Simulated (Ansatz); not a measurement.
**InSb3: single points about a listed cell**

How do energy, forces, pressure and gap of InSb3 change under moves of single atoms, distortions that keep the symmetry, other functionals? Each case is one self-consistent run.

Program: Ansatz 0.2.0. Level of theory: DFT PBE, scalar-relativistic, plane waves, PAW, unless a step's input says otherwise. These are calculated values, not measurements.

## Step 1: Starting point

It takes space group Pm-3m (No. 221, cubic). The conventional cell has a = 4.806 Å, b = 4.806 Å, c = 4.806 Å, α = 90.00°, β = 90.00°, γ = 90.00°. In (site symmetry m-3m) has 12 Sb at 3.40 Å as nearest neighbours. Around Sb (site symmetry 4/mmm) lie 4 In at 3.40 Å and 8 Sb at 3.40 Å.

Coordinates:

```cif
data_structure
_symmetry_space_group_name_H-M 'P 1'
_symmetry_Int_Tables_number 1
_cell_length_a 4.8064
_cell_length_b 4.8064
_cell_length_c 4.8064
_cell_angle_alpha 90.000
_cell_angle_beta 90.000
_cell_angle_gamma 90.000
_cell_volume 111.03
loop_
_atom_site_label
_atom_site_type_symbol
_atom_site_fract_x
_atom_site_fract_y
_atom_site_fract_z
_atom_site_occupancy
In1 In 0.00000 0.00000 0.00000 1
Sb1 Sb 0.50000 0.00000 0.50000 1
Sb2 Sb 0.00000 0.50000 0.50000 1
Sb3 Sb 0.50000 0.50000 0.00000 1
```

The structure comes from the Materials Project (structure only).

## Step 2: A single atom displaced

Against the listed cell: atom 4 (Sb) moved by 0.38 Å.

File input.yaml:

```yaml
crystal:
  lattice:
    - [4.806367, 0.0, 0.0]
    - [0.0, 4.806367, 0.0]
    - [0.0, 0.0, 4.806367]
  atoms:
    - { symbol: In, position: [0.0, 0.0, 0.0] }
    - { symbol: Sb, position: [0.5, 0.0, 0.5] }
    - { symbol: Sb, position: [0.0, 0.5, 0.5] }
    - { symbol: Sb, position: [0.5, 0.5, 0.0780215077] }
basis:
  ecutwfc: 420
kpoints:
  mp_grid: { grid: [8, 8, 8] }
hamiltonian:
  xc: pbe
scf:
  occupations: { method: gaussian, width: 0.1 }
output:
  forces: true
  stress: true
  eigenvalues: true
```

On the command line:

```sh
ansatz run input.yaml --threads 1 --pin off --max-ram 1331MiB --backend cpu --events-out ev --progress --plain --runs-dir out
```

## Step 3: Functional and cell changed: r2SCAN

File input.yaml:

```yaml
crystal:
  lattice:
    - [4.7726263037, 0.0, 0.0]
    - [0.0, 4.7726263037, 0.0]
    - [0.0, 0.0, 4.7726263037]
  atoms:
    - { symbol: In, position: [0.0, 0.0, 0.0] }
    - { symbol: Sb, position: [0.5, 0.0, 0.5] }
    - { symbol: Sb, position: [0.0, 0.5, 0.5] }
    - { symbol: Sb, position: [0.5, 0.5, 0.0] }
basis:
  ecutwfc: 500
kpoints:
  mp_grid: { grid: [10, 10, 10] }
hamiltonian:
  xc: r2scan
scf:
  occupations: { method: gaussian, width: 0.1 }
output:
  forces: true
  stress: true
  eigenvalues: true
  write_density: true
  write_potential: true
  elf: true
  volumetric_format: npy
```

## Step 4: A change within the space group

Changes to input.yaml since step 3:

```diff
@@ -2,5 +2,5 @@
   lattice:
-    - [4.7726263037, 0.0, 0.0]
-    - [0.0, 4.7726263037, 0.0]
-    - [0.0, 0.0, 4.7726263037]
+    - [4.6694816678, 0.0, 0.0]
+    - [0.0, 4.6694816678, 0.0]
+    - [0.0, 0.0, 4.6694816678]
   atoms:
@@ -11,3 +11,3 @@
 basis:
-  ecutwfc: 500
+  ecutwfc: 420
 kpoints:
@@ -15,3 +15,3 @@
 hamiltonian:
-  xc: r2scan
+  xc: pbe
 scf:
@@ -22,2 +22,3 @@
   eigenvalues: true
+  populations: true
   write_density: true
```

Q: Predict the outcome of this session. Wanted: for each run, case; energy; pressure; largest force.

The runs gave:

| step | case | energy (meV/atom) | pressure (GPa) | largest force (eV/Å) | gap on the mesh (eV) |
| --- | --- | --- | --- | --- | --- |
| 2 | a single atom displaced | +0.0 | 1.5 | 0.28 | 0.00 |
| 3 | functional and cell changed: r2SCAN | n/a | 0.6 | 0.00 | 0.00 |
| 4 | a change within the space group | timeout |  |  |  |

Energies are counted from step 2, with the smearing taken to zero. Other atoms or functionals have another zero of energy (n/a). A gap of 0.00 means none on the mesh at this level.

What this shows: The runs treat Sb without spin-orbit coupling.
